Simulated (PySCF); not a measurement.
**GeNH5: geometry, NMR shifts, spin-spin couplings, electronic excitations and core binding energies**

Wanted: the NMR shifts, spin-spin couplings, electronic excitations and core binding energies of GeNH5 (`[NH2][GeH3]`), by calculation.

Programs: PySCF 2.14.0, with density-fitted response routines of our own. Each step states its level of theory. These are calculated values for one molecule in the gas phase, unless marked as measured. Atoms are numbered from 0 throughout.

## 1. The starting structure

7 atoms, charge 0, multiplicity 1; geometry from: GFN2-xTB.

Bonds of the start (Å): N0–Ge1 1.81, N0–H2 1.01, N0–H3 1.01, Ge1–H4 1.51, Ge1–H5 1.49, Ge1–H6 1.49.

## 2. Geometry optimisation at PBE0-D3(BJ)/def2-SVP

Job settings and geometry (Å):

```
{"job": {"xc": "PBE0", "basis": "def2-SVP", "d3": "d3bj", "grid": 1, "kind": "geom"}, "charge": 0, "multiplicity": 1}
N      1.094270    -0.071160    -0.224690
Ge    -0.693820     0.088630    -0.021340
H      1.666670     0.564060     0.313960
H      1.482010    -1.000200    -0.131480
H     -1.217390    -0.247350     1.351400
H     -1.012630     1.511950    -0.328070
H     -1.312440    -0.836120    -1.013940
```

**Question.** This job is followed by: GIAO PBE0/pcSseg-1 NMR shielding, non-relativistic, gas phase; B3LYP/pcJ-1 Ge:pcSseg-1 indirect spin-spin coupling, non-relativistic, gas phase; TDDFT CAM-B3LYP/def2-SVPD, vertical, gas phase, core orbitals frozen in the response; GIAO KT2/pcSseg-2 NMR shielding, non-relativistic, gas phase; delta-SCF UKS SCAN, pcX-2 on the ionised atom, pcseg-1 elsewhere, spin-free X2C. What will the session give for the following? point group; rotational constants (main isotopes); 1H shifts against TMS (PBE0/pcSseg-1, means over atoms taken as alike); 15N shifts against NH3 (PBE0/pcSseg-1); 73Ge shifts against GeMe4 (PBE0/pcSseg-1); largest coupling of the table (B3LYP/pcSseg-1+pcJ-1); lowest singlet (CAM-B3LYP/def2-SVPD); brightest single state of those computed; lowest triplet; vertical ionisation energy (ΔSCF); N1s binding energies, SCAN/pcX-2; range of the shift of N0.

The runs gave:

```
                                                              quantity                        value
                                                           point group                           Cs
                                  rotational constants (main isotopes)        62.86, 9.53, 9.33 GHz
1H shifts against TMS (PBE0/pcSseg-1, means over atoms taken as alike)              4.64, -0.65 ppm
                                15N shifts against NH3 (PBE0/pcSseg-1)                     -7.4 ppm
                             73Ge shifts against GeMe4 (PBE0/pcSseg-1)                     -138 ppm
                  largest coupling of the table (B3LYP/pcSseg-1+pcJ-1)      1J(N,H) N0–H2, -69.2 Hz
                                  lowest singlet (CAM-B3LYP/def2-SVPD)  6.19 eV (200 nm), f = 0.020
                              brightest single state of those computed  state 9, 8.99 eV, f = 0.139
                                                        lowest triplet                      5.78 eV
                                     vertical ionisation energy (ΔSCF)                      9.86 eV
                                      N1s binding energies, SCAN/pcX-2                 N0 404.63 eV
                                              range of the shift of N0             -7.4 to -3.1 ppm
```

What this shows: The optimisation took 5 steps and gained 0.076 eV; among the close pairs (by a distance rule), Ge1–H5 changed most, from 1.490 to 1.538 Å. No frequency check was run at this level, so the end point may be a saddle. At PBE0/pcSseg-1: The largest span, 304 ppm, is at Ge1, where the paramagnetic term is -1287 ppm. In the run at B3LYP/pcSseg-1+pcJ-1, the largest coupling of the table is N0–H2 (mean over like pairs), -69.2 Hz, of which the Fermi-contact term gives -65.3 Hz. The lowest singlet, at 6.19 eV, is HOMO→LUMO 0.84, HOMO→LUMO+1 0.13 and is weak; of the 10 states computed, the strongest absorption comes from state 9 at 8.99 eV (the last state computed is bright too, and its partners may lie past the list). The lowest triplet lies 0.41 eV below the lowest singlet (triplets in Tamm-Dancoff, singlets in full TDDFT). ΔSCF puts the ionisation energy at 9.86 eV, 1.07 eV above −ε(HOMO). In ppm, N0 moves most: its shift spreads over 4.3 ppm, from -7.4 (PBE0/pcSseg-1) to -3.1 (KT2/pcSseg-2). Spin-orbit coupling is left out, which matters for shieldings and couplings at and beside the heavy atoms.
